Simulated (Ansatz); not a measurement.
**C₃H₉O₃Y: vertical ionisation energy**

An exercise on one series of results from a longer session: the logs are not shown, and one member is left open.

Computed with Ansatz 0.2.0, Gaussian basis. Level: unrestricted cation, the program's frozen cores in correlated methods.

Levels to be run: UKS PBE-D4/def2-TZVPP; UKS r2SCAN-D4/def2-TZVPP; UKS PBE0-D4/def2-TZVPP; UKS B3LYP-D4/def2-TZVPP; UKS wB97X-V/def2-TZVPP; UKS wB97M-V/def2-TZVPP; UKS B2PLYP/def2-TZVPP; UHF-CCSD(T)/def2-TZVPP; UHF-MP2/def2-QZVPP; extrapolation to the limit; then −ε(HOMO) from the neutral's earlier runs with LDA (SPW92), PBE-D4, revPBE-D4, BLYP-D4, r2SCAN-D4, B97M-V, PBE0-D4, B3LYP-D4, r2SCANh-D4, r2SCAN0-D4, HSE06-D4, BHLYP-D4, CAM-B3LYP-D4, LC-ωPBE, ωB97X-V, ωB97M-V.

## The geometry

An earlier PBE0-D4 in a triple-zeta def2 set relaxation fixed the geometry. Y takes the def2 core potential; no spin-orbit term is included.

16 atoms, charge 0, spin multiplicity 1.

Atoms are counted from 1 here; the program's logs count them from 0.

Bond lengths: C1–O2 1.384 Å, C1–H8 1.098 Å, C1–H9 1.099 Å, C1–H10 1.098 Å, O2–Y3 2.030 Å, Y3–O4 2.030 Å, Y3–O6 2.030 Å, O4–C5 1.384 Å, C5–H11 1.099 Å, C5–H12 1.098 Å, C5–H13 1.099 Å, O6–C7 1.384 Å, C7–H14 1.099 Å, C7–H15 1.098 Å, C7–H16 1.098 Å. Angles: O2–C1–H8 111.4°, O2–C1–H9 111.6°, O2–C1–H10 111.4°, H8–C1–H9 107.5°, H8–C1–H10 107.2°, H9–C1–H10 107.4°, C1–O2–Y3 179.6°, O2–Y3–O4 120.1°, O2–Y3–O6 119.9°, O4–Y3–O6 120.0°, Y3–O4–C5 179.4°, O4–C5–H11 111.5°, O4–C5–H12 111.4°, O4–C5–H13 111.6°, H11–C5–H12 107.2°, H11–C5–H13 107.5°, H12–C5–H13 107.4°, Y3–O6–C7 179.4° and more.

Set-up of the first run:

in.yaml reads:

```yaml
crystal:
  periodic: [false, false, false]
  atoms:
    - {symbol: C, position_ang: [-3.384288, 0.450619, 0.065477]}
    - {symbol: O, position_ang: [-2.013564, 0.259832, 0.045883]}
    - {symbol: Y, position_ang: [-0.001404, -0.006843, 0.015458]}
    - {symbol: O, position_ang: [0.782386, -1.862983, 0.264365]}
    - {symbol: C, position_ang: [1.327909, -3.124824, 0.424965]}
    - {symbol: O, position_ang: [1.226750, 1.581980, -0.280185]}
    - {symbol: C, position_ang: [2.052106, 2.673798, -0.486214]}
    - {symbol: H, position_ang: [-3.833500, 0.041255, 0.980498]}
    - {symbol: H, position_ang: [-3.645068, 1.516754, 0.017508]}
    - {symbol: H, position_ang: [-3.869945, -0.045828, -0.785526]}
    - {symbol: H, position_ang: [0.808468, -3.869057, -0.193908]}
    - {symbol: H, position_ang: [1.256507, -3.461840, 1.467967]}
    - {symbol: H, position_ang: [2.390103, -3.144823, 0.145131]}
    - {symbol: H, position_ang: [1.473513, 3.592555, -0.653732]}
    - {symbol: H, position_ang: [2.707242, 2.849532, 0.377769]}
    - {symbol: H, position_ang: [2.699884, 2.527374, -1.361155]}
basis:
  gaussian: {orbitals: def2-TZVPP}
total_charge: 1
magnetization: {spin_polarized: true, initial_magnetization: 1}
hamiltonian: {xc: pbe, dispersion: d4}
```

Launch:

```
$ ansatz run in.yaml --threads 2 --pin off --events-out ev --progress --plain --max-ram 22528MiB --backend cuda --devices 0, --max-vram 18GiB
```

Among the steps run: Cation, UKS PBE-D4/def2-TZVPP; Cation, UKS r2SCAN-D4/def2-TZVPP; Cation, UKS PBE0-D4/def2-TZVPP; Cation, UKS B3LYP-D4/def2-TZVPP; Cation, UKS wB97X-V/def2-TZVPP; Cation, UKS wB97M-V/def2-TZVPP; Cation, UKS B2PLYP (frozen core)/def2-TZVPP; Cation, UHF-CCSD(T)/def2-TZVPP; Cation, UHF-MP2/def2-QZVPP.

One of the session's tables, all rows but one given; the rest of the session is left out.

It belongs to the step «Ionisation energies side by side». For comparison, −ε(HOMO) of the neutral from earlier runs:

| functional | −ε(HOMO) (eV) |
| --- | --- |
| LDA (SPW92) | 5.74 |
| PBE-D4 | 5.59 |
| revPBE-D4 | 5.53 |
| BLYP-D4 | 5.50 |
| r2SCAN-D4 | 5.89 |
| B97M-V | 6.00 |
| PBE0-D4 | 7.10 |
| B3LYP-D4 | 6.87 |
| r2SCANh-D4 | ? |
| r2SCAN0-D4 | 7.32 |
| HSE06-D4 | 6.70 |
| BHLYP-D4 | 8.58 |
| CAM-B3LYP-D4 | 8.53 |
| LC-ωPBE | 9.85 |
| ωB97X-V | 9.53 |
| ωB97M-V | 9.49 |

**Question.** Estimate the row for r2SCANh-D4.

Worked estimate for «−ε(HOMO) (eV)». Against the share of exact exchange, r2SCAN-D4 (0, 5.89), r2SCAN0-D4 (0.25, 7.32) give a slope of 5.72 per unit share; at 0.1 the line stands at 6.46.

As computed: −ε(HOMO) (eV): 6.46. In «−ε(HOMO) (eV)» the line misses by 0.00.
